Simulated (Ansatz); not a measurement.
Crystal: MnS.

```
CELL_PARAMETERS angstrom
0.00000 2.61225 2.61225
2.61225 0.00000 2.61225
2.61225 2.61225 0.00000
ATOMIC_POSITIONS crystal
Mn 0.00000 0.00000 0.00000
S 0.50000 0.50000 0.50000
```

Base run:

* Program: Ansatz 0.2.0
* Functional: PBE
* Potentials or basis: Ansatz PAW
* Cutoff: 420 eV (not typed: the program's choice for these potentials)
* k mesh: 6 × 6 × 6
* Occupations: gaussian, width 0.05 eV
* Spin: collinear spin, ferromagnetic start
* Starting moments: [4.0, 0.0] μB

Its results: band gap on the k mesh none (metal or under the smearing width); pressure -4.0 GPa; net moment 4.68 μB per cell; site moments Mn +4.20; S +0.14 μB.

Q: The run is repeated on the same cell with these changes: functional from PBE to PBEsol; hubbard terms from none to Mn d U = 2 eV; hubbard projectors from none to ortho-atomic (the default). What comes out?

A: Band gap on the k mesh none (metal or under the smearing width); pressure -2.0 GPa; net moment 4.97 μB per cell; site moments Mn +4.42; S +0.15 μB.

Several settings changed at once, so the effect can't be laid on one alone.

Caveats: a cell with one magnetic atom can't hold antiferromagnetic order, which such compounds often take; semilocal functionals often make such compounds metallic where correlation or magnetic order opens a gap, which also shifts bond lengths (some runs); the magnetic or orbital state may not be the lowest (some runs); the PAW data sets come from PBE, with cores solved anew for the run's functional, which leaves a small shift of forces and pressure (some runs).
